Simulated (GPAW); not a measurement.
Runs of GPAW 26.7.0 on TaMo2C3. Symmetry: P-3m1, No. 164, trigonal system. Conventional cell: a = 3.117 Å, b = 3.117 Å, c = 7.686 Å, α = 90.00°, β = 90.00°, γ = 120.00°. Ta (site symmetry -3m) has 6 C at 2.21 Å as nearest neighbours. Around Mo (site symmetry 3m) lie 6 C at 2.19 to 2.22 Å. C (site symmetry 3m) is surrounded by 3 Mo at 2.19 Å and 3 Ta at 2.21 Å. C (site symmetry -3m) has 6 Mo at 2.22 Å as nearest neighbours. The cell comes from a database or a generator and needn't be the stable form of this composition.

```tsv
task	level	potentials or basis	k mesh	cutoff (eV)	maxiter	band path	band points	convergence	gap on the mesh (eV)	pressure (GPa)	V0 of scaled cells (Å³/atom)	B0 (GPa)	largest force (eV/Å)
equation of state	LDA	the program's PAW data sets (release 1.2.1) made for this functional, pw	7 × 7 × 3	800	150	-	-	-	-	-	10.22	367	-
band structure	LDA	the program's PAW data sets (release 1.2.1) made for this functional, pw	7 × 7 × 3	800	150	GMKGALHA,LM,KH	80	-	-	-17.7	-	-	(a)
equation of state	PBE	GPAW PAW data sets (gpaw-data 1.2.1), pw	7 × 7 × 3	800	150	-	-	-	-	-	10.69	328	-
single point	PBE	GPAW PAW data sets (gpaw-data 1.2.1), pw	8 × 8 × 3	600	120	-	-	default	none	-3.0	-	-	(b)
single point	TB-mBJ	GPAW PAW data sets for LDA (gpaw-data 1.2.1), pw	8 × 8 × 4	800	150	-	-	-	none	-	-	-	-
single point	LDA	the program's PAW data sets (release 1.2.1) made for this functional, pw	8 × 8 × 3	600	120	-	-	default	none	-17.7	-	-	(c)
single point	PBEsol	PAW data sets generated in the run's folder for this functional, pw	10 × 10 × 4	800	150	-	-	-	none	-11.2	-	-	0.14
band structure	PBEsol	PAW data sets generated in the run's folder for this functional, pw	7 × 7 × 3	800	150	GMKGALHA,LM,KH	80	-	-	-11.2	-	-	0.22
```

Alike in all rows: no spin polarisation; cell as given; smearing fermi-dirac 0.05 eV.

Q: Estimate the missing entries.

A: (a) 0.18; (b) 0.06; (c) 0.07.

Caveats: the cell was scaled at fixed shape and fractional positions, which overstates the stiffness of a crystal with free parameters, most of all of layers and chains (some runs); the cutoff is short for stress and forces, so pressures can be off by a GPa or more (some runs); a model potential gives levels but no total energy (some runs); the PAW data sets were made with another functional, which shifts forces and pressure a little (some runs); so large a pressure means that the cell lies far from this level's equilibrium, or that cutoff or potentials fall short (some runs).

A k mesh can miss the band edges, and the runs leave out spin-orbit coupling on Mo, Ta.

A gap of «none» marks a metal or a gap under the smearing width.

Not every run made on this cell is shown here.
